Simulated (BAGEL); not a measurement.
**CH5AlOSi (SMILES [CH2]1O[SiH2][AlH]1) at 4 levels**

Wanted: a comparison of 4 runs (B3LYP/6-31G*, B3LYP/def2-SVP, PBE0/def2-SVP, RI-MP2/def2-SVP) of CH5AlOSi. 

The results are computed with BAGEL 1.2.2.

1 further run of the same task is left out (it didn't finish). Runs told in other sessions of the task aren't counted.

### Step 1. The molecule

CH5AlOSi: 9 atoms, total charge 0, spin state singlet. As SMILES, `[CH2]1O[SiH2][AlH]1`. The coordinates come from a PBE0-D4/def2-TZVP relaxation.

Bond lengths: C1–O2 1.447 Å, O2–Si3 1.676 Å, C1–Al4 2.001 Å, Si3–Al4 2.424 Å, C1–H5 1.096 Å, C1–H6 1.096 Å, Si3–H7 1.493 Å, Si3–H8 1.493 Å, Al4–H9 1.591 Å. Some angles: C1–O2–Si3 113.4°, O2–C1–Al4 97.8°, O2–Si3–Al4 77.1°, C1–Al4–Si3 71.7°, O2–C1–H5 109.2°, O2–C1–H6 109.2°, Al4–C1–H5 116.8°, Al4–C1–H6 116.7°, O2–Si3–H7 111.1°, O2–Si3–H8 111.0°.

### Step 2. The energy at B3LYP/6-31G(d) (density fitting with qzvpp-jkfit, spherical functions) (run 1)

input.json

```json
{ "bagel" : [

{
  "title" : "molecule",
  "basis" : "6-31gs.json",
  "df_basis" : "qzvpp-jkfit",
  "angstrom" : true,
  "geometry" : [
    { "atom" : "C", "xyz" : [      -0.309900,       1.022500,      -0.653500 ] },
    { "atom" : "O", "xyz" : [       0.621100,      -0.021300,      -1.022900 ] },
    { "atom" : "Si", "xyz" : [       0.767800,      -1.223900,       0.135800 ] },
    { "atom" : "Al", "xyz" : [      -0.858800,       0.279300,       1.121100 ] },
    { "atom" : "H", "xyz" : [      -1.090200,       1.097600,      -1.420100 ] },
    { "atom" : "H", "xyz" : [       0.213300,       1.986000,      -0.643000 ] },
    { "atom" : "H", "xyz" : [       2.177700,      -1.338300,       0.615000 ] },
    { "atom" : "H", "xyz" : [       0.422400,      -2.560600,      -0.433300 ] },
    { "atom" : "H", "xyz" : [      -1.855100,       0.712400,       2.283700 ] }
  ]
},

{ "title" : "ks", "xc_func" : "b3lyp" },

{ "title" : "print", "file" : "orbitals.molden", "orbitals" : true }

]}
```

The basis set 6-31G* is read from a file made from the Basis Set Exchange's data (not shown).

Run with:

```console
$ BAGEL_NUM_THREADS=1 BAGEL input.json > input.out
```

What it wrote:

```text
* using 1 threads per process

  ===============================================================
  ===============================================================

  *** Geometry ***

  { "atom" : "C", "xyz" : [     -0.585626,      1.932245,     -1.234936 ] },
  { "atom" : "O", "xyz" : [      1.173709,     -0.040251,     -1.933001 ] },
  { "atom" : "Si", "xyz" : [      1.450932,     -2.312836,      0.256625 ] },
[... 5 lines of this table left out ...]
  { "atom" : "H", "xyz" : [     -3.505631,      1.346241,      4.315568 ] },

  Number of auxiliary basis functions:      498

  Since a DF basis is specified, we compute 2- and 3-index integrals:
    o Being stored without compression. Storage requirement is 0.022 GB

  Number of basis functions:       74
  Number of electrons      :       46

    * METHOD: MOLECULE                             0.42

  *** Kohn-Sham DFT ***

    * Removing 16616 points whose weight is below 1.00e-10
    * Grid points: 117538

  === Nuclear Repulsion ===
   199.2225434528

       - DIIS with orbital gradients will be used.

  === KS iteration (b3lyp / 6-31gs.json) ===
      0       -620.57488824          0.14532455           0.55
      1       -615.14190924          0.09876798           0.52
      2       -592.85553363          0.24155010           0.52
[... 24 lines of this table left out ...]
     27       -648.23418908          0.00000000           0.52
    * SCF iteration converged.

    * Permanent dipole moment:
           (    0.504856,    -0.243678,    -0.570152) a.u.

    * METHOD: KS                                  15.46

    * METHOD: PRINT                                0.02

  ===============================================================
```

It took 16 s on 1 thread of Arm Neoverse N1, shared host; peak memory 0.43 GiB.

### Step 3. The energy at B3LYP/def2-SVP (density fitting with qzvpp-jkfit) (run 2)

calc.json

```json
{ "bagel" : [

{
  "title" : "molecule",
  "basis" : "svp",
  "df_basis" : "qzvpp-jkfit",
  "angstrom" : true,
  "geometry" : [
    { "atom" : "C", "xyz" : [      -0.309900,       1.022500,      -0.653500 ] },
    { "atom" : "O", "xyz" : [       0.621100,      -0.021300,      -1.022900 ] },
    { "atom" : "Si", "xyz" : [       0.767800,      -1.223900,       0.135800 ] },
    { "atom" : "Al", "xyz" : [      -0.858800,       0.279300,       1.121100 ] },
    { "atom" : "H", "xyz" : [      -1.090200,       1.097600,      -1.420100 ] },
    { "atom" : "H", "xyz" : [       0.213300,       1.986000,      -0.643000 ] },
    { "atom" : "H", "xyz" : [       2.177700,      -1.338300,       0.615000 ] },
    { "atom" : "H", "xyz" : [       0.422400,      -2.560600,      -0.433300 ] },
    { "atom" : "H", "xyz" : [      -1.855100,       0.712400,       2.283700 ] }
  ]
},

{ "title" : "ks", "xc_func" : "b3lyp", "charge" : 0 },

{ "title" : "print", "file" : "orbitals.molden", "orbitals" : true }

]}
```

Run with:

```console
$ BAGEL_NUM_THREADS=1 BAGEL calc.json > calc.out
```

What it wrote:

```text
* using 1 threads per process

  ===============================================================
  ===============================================================

  *** Geometry ***

  { "atom" : "C", "xyz" : [     -0.585626,      1.932245,     -1.234936 ] },
  { "atom" : "O", "xyz" : [      1.173709,     -0.040251,     -1.933001 ] },
  { "atom" : "Si", "xyz" : [      1.450932,     -2.312836,      0.256625 ] },
[... 5 lines of this table left out ...]
  { "atom" : "H", "xyz" : [     -3.505631,      1.346241,      4.315568 ] },

  Number of auxiliary basis functions:      498

  Since a DF basis is specified, we compute 2- and 3-index integrals:
    o Being stored without compression. Storage requirement is 0.032 GB

  Number of basis functions:       89
  Number of electrons      :       46

    * METHOD: MOLECULE                             0.41

  *** Kohn-Sham DFT ***

    * Removing 16616 points whose weight is below 1.00e-10
    * Grid points: 117538

  === Nuclear Repulsion ===
   199.2225434528

       - DIIS with orbital gradients will be used.

  === KS iteration (b3lyp / svp) ===
      0       -620.84072901          0.11997606           0.66
      1       -616.93514401          0.10814193           0.62
      2       -602.55792590          0.24553697           0.63
[... 18 lines of this table left out ...]
     21       -648.01668696          0.00000000           0.64
    * SCF iteration converged.

    * Permanent dipole moment:
           (    0.526734,    -0.269555,    -0.576441) a.u.

    * METHOD: KS                                  14.86

    * METHOD: PRINT                                0.02

  ===============================================================
```

It took 16 s on 1 thread of Arm Neoverse N1, shared host; peak memory 0.49 GiB.

Run 3 isn't shown in full; the table further down has it.

### Step 4. The energy at RI-MP2/def2-SVP (density fitting with qzvpp-jkfit) (run 4)

input.json, as its differences from that of step 2:

```diff
@@ -4,3 +4,3 @@
   "title" : "molecule",
-  "basis" : "6-31gs.json",
+  "basis" : "svp",
   "df_basis" : "qzvpp-jkfit",
@@ -20,5 +20,5 @@
 
-{ "title" : "ks", "xc_func" : "b3lyp" },
+{ "title" : "hf" },
 
-{ "title" : "print", "file" : "orbitals.molden", "orbitals" : true }
+{ "title" : "mp2", "ncore" : 12 }
```

Run with:

```console
$ BAGEL_NUM_THREADS=1 BAGEL input.json > input.out
```

What it wrote:

```text
* using 1 threads per process

  ===============================================================
  ===============================================================

  *** Geometry ***

  { "atom" : "C", "xyz" : [     -0.585626,      1.932245,     -1.234936 ] },
  { "atom" : "O", "xyz" : [      1.173709,     -0.040251,     -1.933001 ] },
  { "atom" : "Si", "xyz" : [      1.450932,     -2.312836,      0.256625 ] },
[... 5 lines of this table left out ...]
  { "atom" : "H", "xyz" : [     -3.505631,      1.346241,      4.315568 ] },

[... 23 lines left out ...]
    * SCF iteration converged.
[... 1 line left out ...]
    * Permanent dipole moment:
[... 2 lines left out ...]
    * METHOD: HF                                   1.75

  *** RHF ***

  === Nuclear Repulsion ===
   199.2225434528

      * DIIS with orbital gradients will be used.

  === RHF iteration (svp) ===
      0       -646.20470702          0.00000000           0.11
    * SCF iteration converged.

    * Permanent dipole moment:
           (    0.669465,    -0.293405,    -0.790199) a.u.

  === DF-MP2 calculation ===

    * freezing 12 orbitals
    * 3-index integral transformation done
    * assembly done

      MP2 correlation energy:   -0.4753564418      0.06

      MP2 total energy:       -646.6800634640

    * METHOD: MP2                                  0.30

  ===============================================================
```

Wall time 2.6 s (1 thread of Arm Neoverse N1, shared host); peak memory 0.13 GiB.

### Step 5. The series

| run | level | frozen core orbitals | energy (Eh) | dipole moment (D) | HOMO energy (eV) | LUMO energy (eV) | wall time |
| --- | --- | --- | --- | --- | --- | --- | --- |
| 1 | B3LYP/6-31G* (density fitting with qzvpp-jkfit, spherical functions) | – | -648.234189 | 2.03 | -6.69 | -2.06 | 16 s |
| 2 | B3LYP/def2-SVP (density fitting with qzvpp-jkfit) | – | -648.016687 | 2.10 | -6.78 | -2.14 | 16 s |
| 3 | PBE0/def2-SVP (density fitting with qzvpp-jkfit) | – | -647.607806 | 2.13 | -7.00 | -1.99 | 14 s |
| 4 | RI-MP2/def2-SVP (density fitting with qzvpp-jkfit) | 12 | -646.680063 | – | – | – | 2.6 s |

### Step 6. Outcome

```
                                           quantity          value
                                run 4: total energy  -646.68006 Eh
run 4: correlation energy (12 core orbitals frozen)     -475.4 mEh
```

What this shows: Over runs 1, 2, 3 the dipole moment (its size) runs from 2.03 D (B3LYP/6-31G*) to 2.13 D (PBE0/def2-SVP). The two ends differ in method and basis. Over runs 1, 2, 3 the HOMO–LUMO gap runs from 4.63 eV (B3LYP/6-31G*) to 5.01 eV (PBE0/def2-SVP). Totals of different functionals can't be ranked against each other. All runs together took 48 s, the longest 16 s.
